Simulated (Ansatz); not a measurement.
# CH₆ClNSi₂: basis-set convergence

How large a basis does CH₆ClNSi₂ need? Two functionals are run in growing sets.

Program: Ansatz 0.2.0, Gaussian basis. Level of theory: one geometry, several basis sets. These are calculated values, not measurements.

Levels to be run: PBE0-D4/def2-SVP; ωB97M-V/def2-SVP; PBE0-D4/def2-QZVPP; ωB97M-V/def2-QZVPP; the functionals' def2-TZVPP values are taken from earlier runs.

### 1 Structure used throughout

The geometry comes from an earlier relaxation with PBE0-D4 in a triple-zeta def2 set; it is a stationary point, not always the lowest conformer.

SMILES `[SiH3][C@@H]1N[Si@H]1Cl`, 11 atoms, charge 0, spin multiplicity 1.

Atoms are counted from 1 here; the program's logs count them from 0.

Bond lengths: Si1–C2 1.861 Å, Si1–H6 1.489 Å, Si1–H7 1.487 Å, Si1–H8 1.489 Å, C2–N3 1.533 Å, C2–Si4 1.823 Å, C2–H9 1.093 Å, N3–Si4 1.696 Å, N3–H10 1.009 Å, Si4–Cl5 2.041 Å, Si4–H11 1.471 Å. Angles: C2–Si1–H6 111.3°, C2–Si1–H7 109.4°, C2–Si1–H8 109.6°, H6–Si1–H7 108.6°, H6–Si1–H8 108.7°, H7–Si1–H8 109.1°, Si1–C2–N3 114.4°, Si1–C2–Si4 126.2°, Si1–C2–H9 116.2°, N3–C2–Si4 60.0°, N3–C2–H9 115.3°, Si4–C2–H9 112.3°, C2–N3–Si4 68.5°, C2–N3–H10 116.4°, Si4–N3–H10 128.2°, C2–Si4–N3 51.5°, C2–Si4–Cl5 118.2°, C2–Si4–H11 127.4° and more.

Coordinates:

```xyz
11
CH6ClNSi2
Si   -0.9468    0.9979   -1.0699
C     0.4627    0.2118   -0.1430
N     0.4702   -1.3208   -0.1826
Si    0.3341   -0.7414    1.4055
Cl    1.9359   -0.7465    2.6703
H    -0.8242    0.7707   -2.5363
H    -2.2315    0.4116   -0.6057
H    -0.9582    2.4644   -0.8122
H     1.4405    0.6866   -0.2571
H     1.2681   -1.7548   -0.6218
H    -0.8850   -1.0366    2.1733
```

### 2 PBE0-D4 in def2-SVP

File in.yaml:

```yaml
crystal:
  periodic: [false, false, false]
  atoms:
    - {symbol: Si, position_ang: [-0.946796, 0.997938, -1.069936]}
    - {symbol: C, position_ang: [0.462672, 0.211774, -0.142969]}
    - {symbol: N, position_ang: [0.470160, -1.320786, -0.182571]}
    - {symbol: Si, position_ang: [0.334051, -0.741394, 1.405492]}
    - {symbol: Cl, position_ang: [1.935868, -0.746527, 2.670320]}
    - {symbol: H, position_ang: [-0.824202, 0.770730, -2.536336]}
    - {symbol: H, position_ang: [-2.231502, 0.411638, -0.605732]}
    - {symbol: H, position_ang: [-0.958236, 2.464380, -0.812186]}
    - {symbol: H, position_ang: [1.440481, 0.686631, -0.257119]}
    - {symbol: H, position_ang: [1.268097, -1.754803, -0.621776]}
    - {symbol: H, position_ang: [-0.884994, -1.036584, 2.173312]}
basis:
  gaussian: {orbitals: def2-SVP}
hamiltonian: {xc: pbe0, dispersion: d4}
output: {orbitals: {seedname: orbitals}}
```

On the command line:

```bash
$ ansatz run in.yaml --threads 4 --pin off --events-out ev --progress --plain --max-ram 10444MiB
```

After this run come: ωB97M-V in def2-SVP; PBE0-D4 in def2-QZVPP; ωB97M-V in def2-QZVPP.

**Question.** What will the summary of the whole plan be? Wanted: PBE0-D4: double and triple zeta above quadruple; ωB97M-V: double and triple zeta above quadruple.

The runs gave:

| quantity | value |
| --- | --- |
| PBE0-D4: double and triple zeta above quadruple | 14.07, 1.06 eV |
| ωB97M-V: double and triple zeta above quadruple | 14.09, 1.00 eV |

What this shows: For PBE0-D4 the step from double to triple zeta gains 13.00 eV and the next only 1.06 eV. Total energies overstate the basis error of differences, where much of it tends to cancel. The LUMO of ωB97M-V is positive and keeps falling with the basis (2.17 to 1.23 eV): an unbound level that the basis holds in place.
